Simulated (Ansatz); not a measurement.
# Ta2O5: the cost of one run

Method: DFT PBEsol, scalar-relativistic, plane waves, PAW, in Ansatz 0.2.0.

1 further run of the same task is left out (set aside as unsound or not needed). Runs told in other sessions of the task aren't counted.

## Step 1: The starting structure

The structure is tetragonal, space group I4/mmm (No. 139). Conventional cell: a = 5.241 Å, b = 5.241 Å, c = 9.583 Å, α = 90.00°, β = 90.00°, γ = 90.00°. Around Ta (site symmetry 4mm) lie 5 O at 1.88 to 1.92 Å. Around O (site symmetry 4/mmm) lie 2 Ta at 1.88 Å. O (site symmetry 2/m) is surrounded by 2 Ta at 1.92 Å.

Structure file:

```
CELL_PARAMETERS angstrom
-2.62037 2.62037 4.79144
2.62037 -2.62037 4.79144
2.62037 2.62037 -4.79144
ATOMIC_POSITIONS crystal
Ta 0.19664 0.19664 0.00000
Ta 0.80336 0.80336 0.00000
O 0.00000 0.00000 0.00000
O 0.50000 0.00000 0.00000
O 0.00000 0.50000 0.00000
O 0.00000 0.00000 0.50000
O 0.50000 0.50000 0.50000
```

It goes back to an entry of the Materials Project, which need not be the stable form.

It is the result of an earlier relaxation at this level (volume 18.80 Å³/atom; gap on the mesh: 1.64 eV).

## Step 2: The undisturbed cell

File input.yaml:

```yaml
crystal:
  lattice:
    - [-2.6203668213, 2.6203668213, 4.7914432318]
    - [2.6203668213, -2.6203668213, 4.7914432318]
    - [2.6203668213, 2.6203668213, -4.7914432318]
  atoms:
    - { symbol: Ta, position: [0.1966381826, 0.1966381826, 0.0] }
    - { symbol: Ta, position: [0.8033618174, 0.8033618174, 0.0] }
    - { symbol: O, position: [0.0, 0.0, 0.0] }
    - { symbol: O, position: [0.5, 0.0, 0.0] }
    - { symbol: O, position: [0.0, 0.5, 0.0] }
    - { symbol: O, position: [0.0, 0.0, 0.5] }
    - { symbol: O, position: [0.5, 0.5, 0.5] }
basis:
  ecutwfc: 420
kpoints:
  mp_grid: { grid: [6, 6, 6] }
hamiltonian:
  xc: pbesol
scf:
  occupations: { method: gaussian, width: 0.05 }
output:
  forces: true
  stress: true
  eigenvalues: true
  write_density: true
  write_potential: true
  elf: true
  volumetric_format: npy
```

Launch:

```
$ ansatz run input.yaml --threads 2 --pin off --max-ram 5120MiB --backend cpu --events-out ev --progress --plain --runs-dir out
```

What time and memory should one allow on 2 threads of Arm Neoverse V2, shared host?

About 4.5 s, with a peak of 0.46 GiB.
